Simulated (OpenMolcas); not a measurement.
# Mn²⁺ among point charges: CASSCF and CASPT2 levels and susceptibility

How does a field of 6 point charges split the states of Mn²⁺, and what χT follows?

Program: OpenMolcas 26.06. Level of theory: state-averaged CASSCF and CASPT2, spin-orbit coupling by RASSI with atomic mean-field integrals. These are calculated values, not measurements, unless marked.

**1. The atom as given**

| Property | Result |
| --- | --- |
| Species | Mn²⁺ (manganese, Z = 25, 23 electrons) |
| Basis | ANO-RCC-VTZP [6s5p3d2f1g], 59 functions |
| Scalar Hamiltonian | DKH2, point nucleus |
| Inactive shells | 1s 2s 2p 3s 3p |
| Active space | 5 electrons in 5 orbitals (3d) |
| Some configurations of this space | 3d5 |
| Orbitals | optimised for each spin and parity, averaged over all roots |

The outer shells:

3d5
```
3d [↑ ][↑ ][↑ ][↑ ][↑ ]
```

The ion sits among 6 point charges of -1 e arranged as an octahedron (Oh), 1.97 Å from the ion.

The work runs as a chain of OpenMolcas steps in one folder; each step below is one input file. Labels, J, g values, rates, χT and fits are worked out afterwards by a script from the matrices that RASSI stores. The input lists half of the charges; inversion (Group=XYZ) makes the rest.

**2. Basis and integrals**

Contents of a.inp:

```
&GATEWAY
Coord
1

Mn 0.0 0.0 0.0
Basis=ANO-RCC-VTZP
Group=XYZ
NoMove
AngMom=0.0 0.0 0.0
AMFI
XField
3 Angstrom 0
1.970000 0.000000 0.000000 -1.000000
0.000000 1.970000 0.000000 -1.000000
0.000000 0.000000 1.970000 -1.000000
&SEWARD
```

The run is started by

```sh
> OMP_NUM_THREADS=1 MOLCAS_MEM=1689 MOLCAS_PROJECT=a pymolcas a.inp > a.log
```

**3. Reference wave functions, sextets of even parity, 1 root**

Contents of a.inp:

```
&RASSCF
FileOrb=start.orb
Symmetry=1
Spin=6
nActEl=5 0 0
Inactive=3 6
Ras2=5 0
CIRoot=1 1 1
SDav=1
CIMx=300
Iter=120 100
PrWF=0.3
OrbListing=Nothing
MaxOrb=0
>>> COPY $Project.JobIph JOB001
```

start.orb holds the contracted functions of the basis, ordered by shell, or the orbitals of the step before.

**4. Reference wave functions, quartets of even parity, 24 roots**

Contents of a.inp:

```
&RASSCF
FileOrb=start.orb
Symmetry=1
Spin=4
nActEl=5 0 0
Inactive=3 6
Ras2=5 0
CIRoot=24 24 1
SDav=24
CIMx=300
Iter=120 100
PrWF=0.3
OrbListing=Nothing
MaxOrb=0
>>> COPY $Project.JobIph JOB002
```

**5. CASSCF: doublets of even parity, 75 roots**

Contents of a.inp:

```
&RASSCF
FileOrb=start.orb
Symmetry=1
Spin=2
nActEl=5 0 0
Inactive=3 6
Ras2=5 0
CIRoot=75 75 1
SDav=75
CIMx=300
Iter=120 100
PrWF=0.3
OrbListing=Nothing
MaxOrb=0
>>> COPY $Project.JobIph JOB003
```

**6. RASSI: spin-orbit coupling between the states**

Contents of a.inp:

```
&RASSI
NrOfJobIphs=3 1 24 75
1
1 2 3 4 5 6 7 8 9 10 11 12 13 14 15 16 17 18 19 20 21 22 23 24
1 2 3 4 5 6 7 8 9 10 11 12 13 14 15 16 17 18 19 20 21 22 23 24 25 26 27
28 29 30 31 32 33 34 35 36 37 38 39 40 41 42 43 44 45 46 47 48 49 50 51
52 53 54 55 56 57 58 59 60 61 62 63 64 65 66 67 68 69 70 71 72 73 74 75
IphNames
JOB001
JOB002
JOB003
EJob
SpinOrbit
DIPRint=1.0
SOCoupling=1000.0
Subsets=2
Property=9
'ANGMOM' 1 'ANGMOM' 2 'ANGMOM' 3 'MLTPL  1' 1 'MLTPL  1' 2 'MLTPL  1' 3
'AMFI' 1 'AMFI' 2 'AMFI' 3
SOProperty=3
'ANGMOM' 1 'ANGMOM' 2 'ANGMOM' 3
```

**7. CASPT2: IPEA 0.25, imaginary shift 0.1 (closed shells correlated: 3s 3p)**

Contents of a.inp:

```
>>> COPY JOB001 $Project.JobIph
&CASPT2
Multistate=1 1
Frozen=2 3
IPEA=0.25
Imaginary=0.1
MaxIter=60
WThr=0.0 0.3 0.05
PrWF=0.5
NoMix
>>> COPY JOB002 $Project.JobIph
&CASPT2
Multistate=24 1 2 3 4 5 6 7 8 9 10 11 12 13 14 15 16 17 18 19 20 21 22
23 24
NoMult
Frozen=2 3
IPEA=0.25
Imaginary=0.1
MaxIter=60
WThr=0.0 0.3 0.05
PrWF=0.5
NoMix
>>> COPY JOB003 $Project.JobIph
&CASPT2
Multistate=75 1 2 3 4 5 6 7 8 9 10 11 12 13 14 15 16 17 18 19 20 21 22
23 24 25 26 27 28 29 30 31 32 33 34 35 36 37 38 39 40 41 42 43 44 45 46
47 48 49 50 51 52 53 54 55 56 57 58 59 60 61 62 63 64 65 66 67 68 69 70
71 72 73 74 75
NoMult
Frozen=2 3
IPEA=0.25
Imaginary=0.1
MaxIter=60
WThr=0.0 0.3 0.05
PrWF=0.5
NoMix
```

(Steps that only read results are left out.)

Q: Predict the outcome of this session. Wanted: spin-free ground state; lowest level; next level.

As calculated:

| quantity | value |
| --- | --- |
| method | SS-CASPT2, IPEA 0.25, imaginary shift 0.1 (closed shells correlated: 3s 3p) |
| spin-free ground state | 6A1, 1-fold in its orbital part |
| lowest level | 6-fold |
| next level | 26645.0 cm⁻¹ |
| χT at 300 K | 4.39 cm³ K/mol |
| effective moment at 300 K | 5.92 μB |

Cost by method:

```
                                              method  time of its own steps  time with the reference
                                           A. CASSCF                   26 s                     26 s
B. SS-CASPT2, IPEA 0.25, imaginary shift 0.1, +3s 3p                   12 s                     37 s
```

Times are of one thread on a shared host.

The spin-free ground state (6A1) comes to 100 % from free-ion S terms and keeps the highest spin of the shell. χT at 300 K is 4.39, against 4.39 cm³ K/mol for the spin alone, as a half-filled shell (L = 0) has no orbital moment. An active space of the d shell alone favours high spin; real ions in strong fields can be low spin. A ligand-field fit to the states below 45000 cm-1 gives 10Dq = 2187 cm-1, B = 876 cm-1 and C = 3511 cm-1 (C/B = 4.01), with a deviation of 740 cm-1. CASPT2 does not keep the components of a term degenerate, and the means are used. The field of point charges can differ much from that of real complexes. With metal d orbitals alone active, the gaps between spin states are rough; where two lie within a few thousand cm-1, their order is open. This is an electrostatic model: the charges have no orbitals.
